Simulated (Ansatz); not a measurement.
Runs of Ansatz 0.2.0 on SrMg6Ni. Symmetry: Amm2, No. 38, orthorhombic system. Conventional cell: a = 4.485 Å, b = 6.256 Å, c = 14.238 Å, α = 90.00°, β = 90.00°, γ = 90.00°. Sr (site symmetry mm2) has 8 Mg at 3.28 to 3.61 Å and 2 Ni at 3.38 Å as nearest neighbours. Ni (site symmetry mm2) is surrounded by 6 Mg at 2.72 to 2.74 Å. Mg (site symmetry mm2) is surrounded by 8 Mg at 2.99 to 3.37 Å and 2 Sr at 3.35 Å. Mg (site symmetry m) is surrounded by 2 Ni at 2.74 Å and 3 Mg at 2.90 to 3.04 Å. Mg (site symmetry mm2) has 6 Mg at 3.22 to 3.32 Å and 2 Ni at 3.38 Å as nearest neighbours. Around Mg (site symmetry m) lie 1 Ni at 2.72 Å and 5 Mg at 2.90 to 3.08 Å. The cell comes from a database or a generator and needn't be the stable form of this composition.

| task | level | U | smearing | hubbard projectors | double counting | gap on the mesh (eV) | pressure (GPa) | moment (μB) | largest force (eV/Å) |
| --- | --- | --- | --- | --- | --- | --- | --- | --- | --- |
| electric field gradients | LDA+U | Ni d U = 5.3 eV | methfessel-paxton 0.1 eV | ortho-atomic (the default) | fll (the default) | none | (a) | 0.00 | 0.26 |
| single point | LDA | - | fermi-dirac 0.02 eV | - | - | none | -2.7 | 0.00 | 0.21 |
| single point | PBE | - | fermi-dirac 0.05 eV | - | - | none | -0.1 | 0.00 | 0.05 |
| single point | PBE | - | gaussian 0.1 eV | - | - | none | -0.1 | 0.00 | 0.05 |

Alike in all rows: potentials or basis Ansatz PAW; spin collinear, ferromagnetic start; cell as given; k mesh 6 × 5 × 5; cutoff (eV) 420.

Problem. Estimate the missing entries.

Solution. (a) -2.8.

Caveats: the PAW data sets come from PBE, with cores solved anew for the run's functional, which leaves a small shift of forces and pressure (some runs); the magnetic or orbital state may not be the lowest (some runs); the U is typed as a test and isn't derived for this compound (some runs).

A k mesh can miss the band edges, and the runs leave out spin-orbit coupling on Sr.

A gap of «none» marks a metal or a gap under the smearing width.

Not every run made on this cell is shown here.
